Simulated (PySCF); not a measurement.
# C4H12Sn (SnMe4): the cost of one run

Programs: PySCF 2.14.0, with routines of our own; each step states its level. All values are computed. Atoms count from 0.

## 1. The system as given

17 atoms, charge 0, multiplicity 1; geometry from: GFN2-xTB.

## 2. NMR shieldings: PBE0/pcJ-1 Sn:dyall-v2z, spin-free

The job: settings as JSON, then the geometry in Å.

```
{"job": {"xc": "PBE0", "basis": {"default": "pcJ-1", "Sn": "dyall-v2z"}, "rel": "sf", "two": true, "kind": "hnmr"}, "charge": 0, "multiplicity": 1}
Sn     0.000160     0.000310     0.000200
C     -0.001090    -0.015540     2.194810
H     -1.014220     0.055430     2.572980
H      0.567870     0.822720     2.579390
H      0.441110    -0.931170     2.569370
C      2.067510     0.005090    -0.731440
H      2.086900    -0.096750    -1.810280
H      2.625000    -0.817210    -0.298520
H      2.561250     0.932550    -0.465020
C     -1.033540     1.797610    -0.718940
H     -0.935450     1.887160    -1.794670
H     -0.612700     2.685510    -0.261440
H     -2.088270     1.752920    -0.473460
C     -1.031880    -1.788190    -0.744120
H     -2.016230    -1.869360    -0.298390
H     -0.470210    -2.682370    -0.499720
H     -1.146210    -1.738690    -1.820760
```

Level: PBE0/pcJ-1 Sn:dyall-v2z GIAO NMR shielding, X2C without spin-orbit coupling but with the spin-dependent field terms, Gaussian nuclei, gas phase.

Launch:

```
$ OMP_NUM_THREADS=1 python heavy_run.py task.json out
```

This one command runs all jobs of the session in turn.

Q: Estimate the wall time and peak memory of this first job on 1 thread of Intel Xeon Platinum 8488C, shared host.

About 3.7 min, with a peak of 2.1 GiB.
